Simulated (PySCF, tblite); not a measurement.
# CH₆AsB: dynamics, then NMR shifts and electronic excitations on frames, part 2 of 2

tblite 0.8.0 and PySCF 2.14.0. Atoms count from 0. The steps go on from the part before.

## (9) Nuclear shieldings: 800 fs, PBE0/pcSseg-1

Job settings and geometry (Å):

```
{"job": {"kind": "nmr", "xc": "PBE0", "basis": "pcSseg-1", "pop": false}, "charge": 0, "multiplicity": 1}
B     -2.246500     0.247100     0.413200
C     -1.297800    -0.952300     0.099300
As     0.698600    -0.447100     0.097600
H     -2.538700     0.804300    -0.684200
H     -2.405900     0.680500     1.528300
H     -1.317000    -1.396700    -0.948400
H     -1.241300    -1.810200     0.798200
H      0.655400     0.396800    -1.140900
H      0.452400     0.700500     1.013100
```

Level: GIAO PBE0/pcSseg-1 NMR shielding, non-relativistic, gas phase.

The program printed:

```text
coarse grid: 32528 points
cycle   1  E = -2301.7526444030  dE = -9.461e-01  |g| = 7.221e-01  |ddm| = 2.531e+00
cycle   2  E = -2301.7344519233  dE =  1.819e-02  |g| = 6.195e-01  |ddm| = 6.256e-01
cycle   3  E = -2301.7806385691  dE = -4.619e-02  |g| = 1.485e-01  |ddm| = 5.257e-01
cycle   4  E = -2301.7861545788  dE = -5.516e-03  |g| = 3.344e-02  |ddm| = 1.662e-01
cycle   5  E = -2301.7864360788  dE = -2.815e-04  |g| = 4.513e-03  |ddm| = 2.893e-02
cycle   6  E = -2301.7864398428  dE = -3.764e-06  |g| = 1.305e-03  |ddm| = 7.087e-03
final grid: 67728 points
cycle   7  E = -2301.7864593731  dE =  5.933e-08  |g| = 1.675e-03  |ddm| = 4.013e-03
cycle   8  E = -2301.7864590974  dE =  2.757e-07  |g| = 2.221e-03  |ddm| = 4.426e-03
cycle   9  E = -2301.7864600478  dE = -9.504e-07  |g| = 1.483e-04  |ddm| = 2.214e-03
cycle  10  E = -2301.7864600540  dE = -6.159e-09  |g| = 3.807e-05  |ddm| = 1.758e-04
cycle  11  E = -2301.7864600544  dE = -4.156e-10  |g| = 2.803e-06  |ddm| = 3.815e-05
converged SCF energy = -2301.7864600544

GIAO shielding tensors (ppm)
atom      isotropic    diamagn.    paramagn.     s11        s22        s33       span
  0 B       25.537     194.309    -168.772    -45.128     -5.935    127.675    172.803
  1 C      167.553     251.398     -83.845    143.039    176.201    183.419     40.380
  2 As    1855.716    2877.063   -1021.348   1600.101   1924.835   2042.211    442.110
  3 H       23.833      27.749      -3.916     17.484     25.014     29.000     11.516
  4 H       24.016      28.401      -4.386     18.028     25.427     28.592     10.565
  5 H       28.526      29.506      -0.980     23.321     25.657     36.601     13.280
  6 H       29.372      29.619      -0.246     23.254     27.485     37.378     14.124
  7 H       29.174      30.568      -1.395     21.324     24.078     42.119     20.795
  8 H       29.194      30.930      -1.736     21.632     25.227     40.723     19.091
```

Wall time 4.8 s (1 thread of Arm Neoverse V1, shared host); peak memory 0.56 GiB.

In short: δ C1 19.4, B0 74.5, As2 133, H3 7.88, H4 7.70 ppm.

## (10) Ultraviolet spectrum: 800 fs, PBE0/def2-SVPD

Settings changed since step 9:

```diff
@@ -1,2 +1,2 @@
-{"job": {"kind": "nmr", "xc": "PBE0", "basis": "pcSseg-1", "pop": false}, "charge": 0, "multiplicity": 1}
+{"job": {"kind": "uv", "xc": "PBE0", "basis": "def2-SVPD", "nstates": 5, "ntriplets": 0}, "charge": 0, "multiplicity": 1}
 B     -2.246500     0.247100     0.413200
```

Level: TDDFT PBE0/def2-SVPD, vertical, gas phase, core orbitals frozen in the response.

The program printed:

```text
coarse grid: 32528 points
cycle   1  E = -2301.6919741572  dE = -8.669e-01  |g| = 3.015e-01  |ddm| = 3.317e+00
cycle   2  E = -2301.6786971251  dE =  1.328e-02  |g| = 3.649e-01  |ddm| = 7.492e-01
cycle   3  E = -2301.7115671565  dE = -3.287e-02  |g| = 4.405e-02  |ddm| = 4.154e-01
cycle   4  E = -2301.7122086729  dE = -6.415e-04  |g| = 8.339e-03  |ddm| = 6.836e-02
cycle   5  E = -2301.7122292527  dE = -2.058e-05  |g| = 1.170e-03  |ddm| = 1.277e-02
cycle   6  E = -2301.7122295911  dE = -3.384e-07  |g| = 3.308e-04  |ddm| = 2.334e-03
final grid: 67728 points
cycle   7  E = -2301.7122467928  dE = -7.517e-08  |g| = 2.831e-04  |ddm| = 4.537e-03
cycle   8  E = -2301.7122467974  dE = -4.606e-09  |g| = 2.579e-04  |ddm| = 8.202e-04
cycle   9  E = -2301.7122468158  dE = -1.840e-08  |g| = 2.670e-05  |ddm| = 3.557e-04
cycle  10  E = -2301.7122468160  dE = -1.933e-10  |g| = 7.570e-06  |ddm| = 4.609e-05
converged SCF energy = -2301.7122468160

Static polarisability (au): isotropic 64.281, principal 55.670 56.291 80.882

Singlet excitations
state   eV       nm        f      main configurations
  1   4.9354    251.2   0.10648   H->L 0.89
  2   5.7191    216.8   0.01981   H-1->L 0.90
  3   6.4304    192.8   0.08350   H-3->L 0.71, H-2->L 0.12, H->L+1 0.10
  4   6.4326    192.7   0.08857   H->L+1 0.61, H-2->L 0.34
  5   6.4963    190.9   0.09018   H-2->L 0.40, H->L+1 0.27, H-3->L 0.21
```

Wall time 5.8 s (1 thread of Arm Neoverse V1, shared host); peak memory 0.56 GiB.

In short: HOMO -7.61 eV, LUMO -1.63 eV; lowest singlet 4.94 eV.

## (11) NMR shieldings: 1000 fs, PBE0/pcSseg-1

Job settings and geometry (Å):

```
{"job": {"kind": "nmr", "xc": "PBE0", "basis": "pcSseg-1", "pop": false}, "charge": 0, "multiplicity": 1}
B     -1.943800     0.754700     1.359400
C     -1.728400    -0.412200     0.281000
As     0.188000    -0.467800    -0.611700
H     -2.509600     1.764000     0.827300
H     -1.676600     0.746300     2.454700
H     -2.463300    -0.147100    -0.508200
H     -1.955400    -1.452700     0.540100
H      0.370700     1.018700    -0.342900
H      0.903100    -0.788600     0.729500
```

Level: GIAO PBE0/pcSseg-1 NMR shielding, non-relativistic, gas phase.

The program printed:

```text
coarse grid: 32528 points
cycle   1  E = -2301.7480299161  dE = -1.012e+00  |g| = 7.221e-01  |ddm| = 2.518e+00
cycle   2  E = -2301.7290788665  dE =  1.895e-02  |g| = 6.229e-01  |ddm| = 6.480e-01
cycle   3  E = -2301.7758121448  dE = -4.673e-02  |g| = 1.508e-01  |ddm| = 5.411e-01
cycle   4  E = -2301.7814928132  dE = -5.681e-03  |g| = 3.503e-02  |ddm| = 1.704e-01
cycle   5  E = -2301.7817957719  dE = -3.030e-04  |g| = 4.790e-03  |ddm| = 2.889e-02
cycle   6  E = -2301.7818002061  dE = -4.434e-06  |g| = 1.382e-03  |ddm| = 7.660e-03
final grid: 67728 points
cycle   7  E = -2301.7818036872  dE =  1.141e-07  |g| = 1.784e-03  |ddm| = 4.410e-03
cycle   8  E = -2301.7818033551  dE =  3.321e-07  |g| = 2.386e-03  |ddm| = 4.895e-03
cycle   9  E = -2301.7818045093  dE = -1.154e-06  |g| = 1.669e-04  |ddm| = 2.453e-03
cycle  10  E = -2301.7818045176  dE = -8.283e-09  |g| = 4.116e-05  |ddm| = 2.077e-04
cycle  11  E = -2301.7818045181  dE = -5.107e-10  |g| = 2.368e-06  |ddm| = 4.001e-05
converged SCF energy = -2301.7818045181

GIAO shielding tensors (ppm)
atom      isotropic    diamagn.    paramagn.     s11        s22        s33       span
  0 B       17.106     191.019    -173.914    -49.906    -23.761    124.985    174.891
  1 C      164.885     247.365     -82.480    141.248    162.913    190.496     49.247
  2 As    1830.847    2875.897   -1045.051   1559.777   1895.709   2037.054    477.277
  3 H       23.683      27.577      -3.893     17.856     25.339     27.854      9.998
  4 H       24.245      29.505      -5.261     17.080     26.420     29.234     12.153
  5 H       29.074      29.687      -0.613     24.823     25.738     36.662     11.840
  6 H       29.834      28.973       0.861     24.720     26.867     37.916     13.196
  7 H       28.628      29.961      -1.333     21.712     24.786     39.386     17.675
  8 H       28.402      29.020      -0.618     21.027     23.602     40.577     19.551
```

Wall time 4.8 s (1 thread of Arm Neoverse V1, shared host); peak memory 0.56 GiB.

Key values: δ C1 22.0, B0 83.0, As2 158, H3 8.03, H4 7.47 ppm.

## (12) Excited states and response: 1000 fs, PBE0/def2-SVPD

Settings changed since step 11:

```diff
@@ -1,2 +1,2 @@
-{"job": {"kind": "nmr", "xc": "PBE0", "basis": "pcSseg-1", "pop": false}, "charge": 0, "multiplicity": 1}
+{"job": {"kind": "uv", "xc": "PBE0", "basis": "def2-SVPD", "nstates": 5, "ntriplets": 0}, "charge": 0, "multiplicity": 1}
 B     -1.943800     0.754700     1.359400
```

Level: TDDFT PBE0/def2-SVPD, vertical, gas phase, core orbitals frozen in the response.

The program printed:

```text
coarse grid: 32528 points
cycle   1  E = -2301.6872471440  dE = -9.328e-01  |g| = 2.979e-01  |ddm| = 3.256e+00
cycle   2  E = -2301.6737200554  dE =  1.353e-02  |g| = 3.631e-01  |ddm| = 7.122e-01
cycle   3  E = -2301.7064545452  dE = -3.273e-02  |g| = 4.446e-02  |ddm| = 4.056e-01
cycle   4  E = -2301.7070968556  dE = -6.423e-04  |g| = 9.248e-03  |ddm| = 6.514e-02
cycle   5  E = -2301.7071191306  dE = -2.228e-05  |g| = 1.603e-03  |ddm| = 1.284e-02
cycle   6  E = -2301.7071195808  dE = -4.502e-07  |g| = 4.713e-04  |ddm| = 3.039e-03
final grid: 67728 points
cycle   7  E = -2301.7071120372  dE = -2.217e-08  |g| = 5.447e-04  |ddm| = 3.474e-03
cycle   8  E = -2301.7071120157  dE =  2.148e-08  |g| = 6.670e-04  |ddm| = 1.768e-03
cycle   9  E = -2301.7071121051  dE = -8.939e-08  |g| = 4.484e-05  |ddm| = 9.125e-04
cycle  10  E = -2301.7071121057  dE = -5.607e-10  |g| = 1.257e-05  |ddm| = 6.476e-05
converged SCF energy = -2301.7071121057

Static polarisability (au): isotropic 64.793, principal 55.405 57.128 81.847

Singlet excitations
state   eV       nm        f      main configurations
  1   4.9842    248.8   0.11594   H->L 0.91
  2   5.4466    227.6   0.00164   H-1->L 0.95
  3   6.4139    193.3   0.00406   H-2->L 0.45, H-3->L 0.26, H->L+1 0.25
  4   6.5131    190.4   0.04405   H->L+1 0.68, H-3->L 0.22
  5   6.6070    187.7   0.18856   H-2->L 0.43, H-3->L 0.43
```

Run time: 5.8 s. Hardware: 1 thread of Arm Neoverse V1, shared host; peak memory 0.56 GiB.

This run: HOMO -7.71 eV, LUMO -1.66 eV; lowest singlet 4.98 eV.

## (13) Side by side: NMR shifts

Shifts (ppm) of some atoms, chosen among heavy atoms and hydrogens apart, with basis size and wall time:

```csv
frame,C1,H3,H8,H6,H5,B0,As2,functions,time
250 fs,3.3,6.25,2.48,2.40,1.60,61.1,64,105,7.7 s
425 fs,5.5,6.97,1.75,1.03,2.74,57.9,84,105,4.9 s
625 fs,18.9,6.47,1.96,2.79,2.60,62.6,131,105,4.8 s
800 fs,19.4,7.88,2.52,2.34,3.19,74.5,133,105,4.8 s
1000 fs,22.0,8.03,3.31,1.88,2.64,83.0,158,105,4.8 s
```

## (14) Comparing the runs: electronic excitations

Excitations and ground-state properties, with basis size and wall time:

| frame | lowest singlet (eV) | brightest (eV) | f | gap (eV) | α (Å³) | μ (D) | functions | time |
| --- | --- | --- | --- | --- | --- | --- | --- | --- |
| 250 fs | 5.16 | 5.16 | 0.173 | 6.12 | 9.10 | 1.00 | 126 | 8.5 s |
| 425 fs | 5.39 | 5.39 | 0.192 | 6.32 | 9.20 | 1.00 | 126 | 6 s |
| 625 fs | 5.02 | 5.02 | 0.180 | 5.97 | 9.31 | 0.68 | 126 | 5.9 s |
| 800 fs | 4.94 | 4.94 | 0.106 | 5.99 | 9.53 | 0.71 | 126 | 5.8 s |
| 1000 fs | 4.98 | 6.61 | 0.189 | 6.05 | 9.60 | 0.68 | 126 | 5.8 s |

## (15) Outcome

What follows sums up all 2 parts.

| quantity | value |
| --- | --- |
| thermostat | 600 K |
| mean temperature, second half | 575 K |
| mean potential energy above the minimum | 0.45 eV |
| 13C shifts against TMS (PBE0/pcSseg-1, 250 fs) | 3.3 ppm |
| 1H shifts against TMS (PBE0/pcSseg-1, 250 fs) | 7.25, 6.25, 2.48, 2.40, 1.60, 1.60 ppm |
| 11B shifts against BF3·OEt2 (PBE0/pcSseg-1, 250 fs) | 61.1 ppm |
| 75As shifts against AsH3 (PBE0/pcSseg-1, 250 fs) | 64 ppm |
| surface potential, 1st and 99th percentile | -0.55 V and 1.13 V |
| lowest singlet (PBE0/def2-SVPD, 250 fs) | 5.16 eV (240 nm), f = 0.173 |
| range of the shift of As2 | 64 to 158 ppm |
| range of the lowest singlet | 4.94 to 5.39 eV |

In words: In the second half the potential energy averages 0.45 eV above the minimum; equipartition over 21 harmonic modes at 600 K would give 0.54 eV. With 9 atoms the temperature swings widely (272 to 877 K). Shifts at one fixed geometry are not the observed spectrum, which averages over the motion. In the first frame run (250 fs): The widest tensor belongs to As2: span 730 ppm, with a paramagnetic part of -950 ppm. By nearest atom (PBE0/pcSseg-1), the HOMO sits on As2 56 %; H8 11 % and the LUMO on B0 44 %; As2 14 %. The lowest singlet, at 5.16 eV, is HOMO→LUMO 0.83, HOMO−1→LUMO 0.14 and is bright. In ppm, As2 moves most: its shift spreads over 94 ppm, from 64 (250 fs) to 158 (1000 fs). The lowest singlet runs from 4.94 eV (800 fs) to 5.39 eV (425 fs), while the orbital gap spans 5.97 to 6.32 eV. The lowest state need not be the same one in every run. The runs solved for a few states only, so the brightest column depends on that window. Spin-orbit coupling is left out, which matters for shieldings and couplings at and beside the heavy atoms.
